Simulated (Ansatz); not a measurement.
Crystal: LaBi2ClO4.

```xyz
8
Lattice="3.9889 0.0000 0.0000 0.0000 3.9889 0.0000 0.0000 0.0000 9.3332" Properties=species:S:1:pos:R:3 pbc="T T T"
Bi    1.9944    1.9944    6.7350
Bi    1.9944    1.9944    2.5981
La    0.0000    0.0000    0.0000
Cl    0.0000    0.0000    4.6666
O     1.9944    0.0000    7.8244
O     1.9944    0.0000    1.5088
O     0.0000    1.9944    7.8244
O     0.0000    1.9944    1.5088
```

The cell is a database's computed one.

| Quantity | Value |
| --- | --- |
| Program | Ansatz 0.2.0 |
| Task | relaxation of cell and atoms |
| Functional | PBEsol |
| Potentials or basis | Ansatz PAW |
| Cutoff | 420 eV (not typed: the program's choice for these potentials) |
| k mesh | 7 × 7 × 3 |
| Occupations | fermi-dirac, width 0.05 eV |
| Spin | no spin polarisation |
| Hubbard terms | La f U = 5 eV |

At the start: volume 18.56 Å³/atom.

Where does the relaxation end?

It ends after 8 steps and the volume is 17.53 Å³/atom (-5.6 %); space group P4/mmm (No. 123, to 0.05 Å).

Step by step:
| step | energy change (eV) | largest force (eV/Å) | volume (Å³) |
| --- | --- | --- | --- |
| 1 | 0.0000 | 0.3000 | 148.50 |
| 2 | -0.0955 | 0.1608 | 139.16 |
| 3 | -0.1047 | 0.0626 | 140.75 |
| 4 | -0.1056 | 0.0075 | 140.66 |
| 5 | -0.0921 | 0.0066 | 140.66 |
| 6 | -0.0935 | 0.0024 | 140.17 |
| 7 | -0.0933 | 0.0010 | 140.24 |
| 8 | -0.0923 | 0.0010 | 140.24 |

Final structure:
```
Bi La Cl O
1.0
     3.94150    0.00000    0.00000
     0.00000    3.94150    0.00000
     0.00000    0.00000    9.02720
Bi La Cl O
2 1 1 4
Direct
  0.50000 0.50000 0.71273
  0.50000 0.50000 0.28727
  0.00000 0.00000 0.00000
  0.00000 0.00000 0.50000
  0.50000 0.00000 0.83188
  0.50000 0.00000 0.16812
  0.00000 0.50000 0.83188
  0.00000 0.50000 0.16812
```

Caveat: the magnetic or orbital state may not be the lowest; the plane-wave basis is chosen anew once the cell has moved, so the energies of steps on either side of that aren't comparable; the pressure holds a Pulay correction of +0.4 GPa for the finite cutoff; the PAW data sets come from PBE, with cores solved anew for the run's functional, which leaves a small shift of forces and pressure.
